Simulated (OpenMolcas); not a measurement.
# HF/def2-SVP (core potential) run of MoH2O4 (molybdic acid)

Aim: the vertical singlet–triplet gap of MoH2O4 (molybdic acid) at HF/def2-SVP (core potential), from 2 runs. 

The calculation is run with OpenMolcas 26.06.

## (1) The molecule

MoH2O4 has 7 atoms, charge 0, and is taken as a singlet. As SMILES, `[O]=[Mo](=[O])([OH])[OH]`. The shape comes from GFN2-xTB, which is rough for such elements, and wasn't checked as a minimum. This is one conformer, not always the lowest.

Bond lengths: O1–Mo2 1.643 Å, Mo2–O3 1.643 Å, Mo2–O4 1.761 Å, Mo2–O5 1.761 Å, O4–H6 0.963 Å, O5–H7 0.963 Å. Angles: O1–Mo2–O3 110.0°, O1–Mo2–O4 108.9°, O1–Mo2–O5 108.8°, O3–Mo2–O4 108.8°, O3–Mo2–O5 108.9°, O4–Mo2–O5 111.5°, Mo2–O4–H6 167.7°, Mo2–O5–H7 167.8°.

## (2) The energy at HF/def2-SVP (core potential)

Contents of struct.xyz:

```xyz
7

O     -0.178920    -1.889350    -0.117030
Mo     0.102940    -0.308820     0.233160
O      0.867970    -0.183030     1.682010
O     -1.439200     0.536830     0.329310
O      1.136310     0.375710    -1.018220
H     -2.321150     0.864200     0.533560
H      1.832050     0.604470    -1.642800
```

Contents of job.input:

```
&GATEWAY
BASLIB=$CurrDir
COORD=struct.xyz
BASIS=def2-SVP
GROUP=NoSym
&SEWARD
&SCF
PRORBITALS=0
```

The basis set def2-SVP is read from a file made from the Basis Set Exchange's data (not shown).

Run with:

```console
export MOLCAS_MEM=1860
pymolcas job.input > job.log
```

Output:

```text
--- Start Module: gateway ---
[...]
--- Stop Module: gateway /rc=_RC_ALL_IS_WELL_ ---
--- Start Module: seward ---
[...]
      Basis functions           97
--- Stop Module: seward /rc=_RC_ALL_IS_WELL_ ---
[...]
--- Start Module: scf ---
[...]
       Convergence after  14 Iterations
[...]
::    Total SCF energy                               -367.9380073359
[...]
      Total spin, S                                     0.0000000000
[...]
      Total electronic charge=   48.000000
      Total            charge=   -0.000000
[...]
      Dipole Moment (debye):
      Origin of the operator (angstrom)=    0.0962   -0.2886    0.2180
                   X= -1.1083E+00               Y=  3.3297E+00               Z= -2.5163E+00           Total=  4.3182E+00
      Quadrupole Moment (debye*angstrom):
[...]
--- Stop Module: scf /rc=_RC_ALL_IS_WELL_ ---
[...]
```

Wall time 8.4 s (1 thread of Arm Neoverse V1, shared host); peak memory 0.54 GiB.

## (3) The triplet, same level

struct.xyz is that of step 2.

Contents of job.input:

```
>>> EXPORT MOLCAS_PRINT=2
&GATEWAY
BasLib=$CurrDir
Coord=struct.xyz
Basis=def2-SVP
Group=NoSym
&SEWARD
&SCF
UHF
Spin=3
PrOrbitals=0
```

The basis set def2-SVP is read from a file made from the Basis Set Exchange's data (not shown).

Run with:

```console
export MOLCAS_MEM=1860
pymolcas job.input > job.log
```

Output:

```text
--- Start Module: gateway ---
[...]
--- Stop Module: gateway /rc=_RC_ALL_IS_WELL_ ---
--- Start Module: seward ---
[...]
      Basis functions           97
--- Stop Module: seward /rc=_RC_ALL_IS_WELL_ ---
[...]
--- Start Module: scf ---
[...]
       Convergence after  24 Iterations
[...]
::    Total SCF energy                               -367.8207120861
[...]
      Total spin, S                                     1.0392915529
[...]
      Total electronic charge=   48.000000
      Total            charge=   -0.000000
[...]
      Dipole Moment (debye):
      Origin of the operator (angstrom)=    0.0962   -0.2886    0.2180
                   X= -5.4792E-01               Y=  1.6470E+00               Z= -1.2443E+00           Total=  2.1357E+00
      Quadrupole Moment (debye*angstrom):
[...]
--- Stop Module: scf /rc=_RC_ALL_IS_WELL_ ---
[...]
```

Wall time 13 s (1 thread of Arm Neoverse V1, shared host); peak memory 0.54 GiB.

## (4) Summary of results

At HF/def2-SVP (core potential):

| quantity | value |
| --- | --- |
| singlet: total energy | -367.93801 Eh |
| singlet: dipole moment | 4.32 D |
| singlet: HOMO energy | -12.78 eV |
| singlet: LUMO energy | 2.14 eV |
| singlet: HOMO–LUMO gap | 14.92 eV |
| triplet: total energy | -367.82071 Eh |
| triplet: dipole moment | 2.14 D |
| triplet: HOMO energy (highest over α and β) | -8.30 eV |
| triplet: LUMO energy (lowest over α and β) | 0.00 eV |
| triplet: ⟨S²⟩ | 2.119 |
| vertical energy of the triplet above the singlet | 3.192 eV |

At this shape the triplet lies 3.19 eV (308 kJ/mol) above the singlet. Mulliken charges (singlet) run from -0.66 on O4 to +1.89 on Mo2. ⟨S²⟩ (triplet) is 2.12 where a pure triplet has 2.00: the reference is spin-contaminated. Mulliken charges (triplet) run from -0.68 on O4 to +1.69 on Mo2; they depend strongly on the basis.
